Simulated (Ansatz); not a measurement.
# H2CO: the cost of one run

Program: Ansatz 0.2.0. Level of theory: DFT PBE+D3(BJ), plane waves, PAW, scalar-relativistic, no spin polarisation. These are calculated values, not measurements.

**1. The system as given**

The cell holds 40 atoms (C10H20O10): a = 8.188 Å, b = 8.188 Å, c = 8.188 Å, α = 90.00°, β = 90.00°, γ = 90.00°.

The coordinates stand in the first input below.

**2. Relaxing the start**

input.yaml reads:

```yaml
accuracy: low
crystal:
  lattice:
    - [8.188244, 0.0, 0.0]
    - [0.0, 8.188244, 0.0]
    - [0.0, 0.0, 8.188244]
  atoms:
    - { symbol: O, position: [0.0378766, 0.4927235, 0.5794265] }
    - { symbol: C, position: [0.1472059, 0.4630374, 0.4826315] }
    - { symbol: H, position: [0.2541055, 0.3879758, 0.515933] }
    - { symbol: H, position: [0.1456021, 0.5095081, 0.3561063] }
    - { symbol: O, position: [0.305673, 0.8259635, 0.2385938] }
    - { symbol: C, position: [0.4026847, 0.9386172, 0.2486583] }
    - { symbol: H, position: [0.5207436, 0.9261574, 0.3125142] }
    - { symbol: H, position: [0.3780583, 1.0595746, 0.1944956] }
    - { symbol: O, position: [0.6380141, 0.6017266, 0.5954145] }
    - { symbol: C, position: [0.6767278, 0.6447396, 0.7327264] }
    - { symbol: H, position: [0.6459384, 0.5721038, 0.8420278] }
    - { symbol: H, position: [0.7448026, 0.7588015, 0.755671] }
    - { symbol: O, position: [0.1181442, 0.8075261, 0.8809178] }
    - { symbol: C, position: [0.1744929, 0.6970986, 0.7982498] }
    - { symbol: H, position: [0.2481772, 0.7205341, 0.6878318] }
    - { symbol: H, position: [0.1550784, 0.5673096, 0.8290498] }
    - { symbol: O, position: [0.8023864, 0.6217003, 0.1306216] }
    - { symbol: C, position: [0.926074, 0.5849698, 0.2051581] }
    - { symbol: H, position: [0.9465874, 0.4607664, 0.2533603] }
    - { symbol: H, position: [1.0246848, 0.6737979, 0.2287424] }
    - { symbol: O, position: [0.7416953, 0.1540343, 1.1197625] }
    - { symbol: C, position: [0.7436568, 0.1344709, 0.9720572] }
    - { symbol: H, position: [0.7516178, 0.2379738, 0.8860658] }
    - { symbol: H, position: [0.7375848, 0.0121264, 0.9157927] }
    - { symbol: O, position: [0.1188257, 0.0774483, 0.5844412] }
    - { symbol: C, position: [0.1148627, 0.0893349, 0.4359608] }
    - { symbol: H, position: [0.0955219, 0.2074355, 0.3739211] }
    - { symbol: H, position: [0.1303866, -0.0173178, 0.354998] }
    - { symbol: O, position: [0.256103, 0.2565621, 0.9934734] }
    - { symbol: C, position: [0.321963, 0.2965294, 0.8659254] }
    - { symbol: H, position: [0.4135085, 0.3953159, 0.860322] }
    - { symbol: H, position: [0.2938478, 0.2362357, 0.7486866] }
    - { symbol: O, position: [0.6000001, 0.4141853, 0.1966696] }
    - { symbol: C, position: [0.4857077, 0.4712293, 0.119945] }
    - { symbol: H, position: [0.3580152, 0.4582121, 0.1611263] }
    - { symbol: H, position: [0.5033246, 0.5391858, 0.0048698] }
    - { symbol: O, position: [0.523308, 0.0547076, 0.7461438] }
    - { symbol: C, position: [0.4839206, 0.0207969, 0.6064938] }
    - { symbol: H, position: [0.446739, 0.1150069, 0.5175402] }
    - { symbol: H, position: [0.4831679, -0.1060728, 0.5609497] }
basis:
  ecutwfc: 420.0
kpoints:
  mp_grid: { grid: [1, 1, 1] }
hamiltonian:
  xc: pbe
  dispersion: d3bj
scf:
  occupations: { method: fermi_dirac, width: 0.02 }
  lower_state_search: "off"
relax:
  f_tol: 0.3
  max_steps: 15
  adjacent_minimum: "off"
```

On the command line:

```console
> ansatz run input.yaml --threads 1 --pin off --max-ram 3072MiB --backend cpu --events-out ev --progress --plain --runs-dir out
```

Q: Estimate wall time and peak memory on 1 thread of AMD EPYC 7R43 (Zen 3), shared host.

About 34 s, with a peak of 0.58 GiB.
